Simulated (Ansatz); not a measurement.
# C3HN3O3Si: one species, many methods

An exercise on one series of results from a longer session: the logs are not shown, and one member is left open.

Computed with Ansatz 0.2.0, Gaussian basis. Level: functionals in def2-TZVPP, the program's frozen cores in correlated methods.

The runs, in order: LDA (SPW92), PBE-D4, revPBE-D4, BLYP-D4, r2SCAN-D4, B97M-V, PBE0-D4, B3LYP-D4, r2SCANh-D4, r2SCAN0-D4, HSE06-D4, BHLYP-D4, CAM-B3LYP-D4, LC-ωPBE, ωB97X-V, ωB97M-V, B2PLYP, PBE-QIDH; CCSD(T)/def2-SVP; CCSD(T)/def2-TZVPP; MP2/def2-QZVPP; extrapolation to the limit; RPA on PBE.

## The geometry

All runs share one geometry, relaxed beforehand with PBE0-D4 in a triple-zeta def2 set.

SMILES `O=C=N[SiH](N=C=O)N=C=O`, 11 atoms, charge 0, spin multiplicity 1.

Atoms are counted from 1 here; the program's logs count them from 0.

Bond lengths: O1–C2 1.161 Å, C2–N3 1.193 Å, N3–Si4 1.687 Å, Si4–N5 1.687 Å, Si4–N8 1.687 Å, Si4–H11 1.467 Å, N5–C6 1.193 Å, C6–O7 1.161 Å, N8–C9 1.193 Å, C9–O10 1.161 Å. Angles: O1–C2–N3 179.8°, C2–N3–Si4 179.1°, N3–Si4–N5 109.0°, N3–Si4–N8 109.1°, N3–Si4–H11 109.9°, N5–Si4–N8 109.1°, N5–Si4–H11 109.9°, N8–Si4–H11 109.9°, Si4–N5–C6 179.4°, N5–C6–O7 179.8°, Si4–N8–C9 179.1°, N8–C9–O10 179.8°.

Set-up of the first run:

The input, in.yaml:

```yaml
crystal:
  periodic: [false, false, false]
  atoms:
    - {symbol: O, position_ang: [-3.019354, -0.400298, 2.365628]}
    - {symbol: C, position_ang: [-2.001065, -0.302109, 1.815802]}
    - {symbol: N, position_ang: [-0.952701, -0.201514, 1.255564]}
    - {symbol: Si, position_ang: [0.517449, -0.061030, 0.440360]}
    - {symbol: N, position_ang: [0.580627, 1.440437, -0.325961]}
    - {symbol: C, position_ang: [0.616685, 2.498394, -0.875929]}
    - {symbol: O, position_ang: [0.655178, 3.529534, -1.408974]}
    - {symbol: N, position_ang: [0.620907, -1.278049, -0.723201]}
    - {symbol: C, position_ang: [0.679069, -2.132500, -1.553617]}
    - {symbol: O, position_ang: [0.739791, -2.966123, -2.359995]}
    - {symbol: H, position_ang: [1.628716, -0.183643, 1.390823]}
basis:
  gaussian: {orbitals: def2-TZVPP}
hamiltonian: {xc: lda}
output: {orbitals: {seedname: orbitals}}
```

Command:

```
ansatz run in.yaml --threads 2 --pin off --events-out ev --progress --plain --max-ram 22528MiB --backend cuda --devices 0, --max-vram 18GiB
```

Steps of the session up to this table: LDA; PBE-D4 (GGA); revPBE-D4 (GGA); BLYP-D4 (GGA); r2SCAN-D4 (meta-GGA); B97M-V (meta-GGA); B3LYP-D4 (hybrid); r2SCANh-D4 (hybrid); r2SCAN0-D4 (hybrid); HSE06-D4 (hybrid); BHLYP-D4 (hybrid); CAM-B3LYP-D4 (range-separated); LC-ωPBE (range-separated); ωB97X-V (range-separated); ωB97M-V (range-separated); B2PLYP (double hybrid); PBE-QIDH (double hybrid).

One of the session's tables, all rows but one given; the rest of the session is left out.

```
  functional  HOMO (eV)  gap (eV)
 LDA (SPW92)      -7.81      6.26
      PBE-D4      -7.57      6.33
   revPBE-D4      -7.49      6.37
     BLYP-D4      -7.43      6.33
   r2SCAN-D4      -7.89      6.96
      B97M-V      -7.90      7.06
     PBE0-D4      -8.98      8.69
    B3LYP-D4      -8.72      8.20
  r2SCANh-D4      -8.42      7.82
  r2SCAN0-D4      -9.21      9.12
    HSE06-D4      -8.58      7.91
    BHLYP-D4     -10.28     11.01
CAM-B3LYP-D4     -10.32     11.11
     LC-ωPBE          ?         ?
     ωB97X-V     -11.26     13.16
     ωB97M-V     -11.17     12.85
```

**Question.** Estimate the row for LC-ωPBE.

The run gave: HOMO (eV): -11.64; gap (eV): 13.62. In the column «HOMO (eV)» it is the lowest.
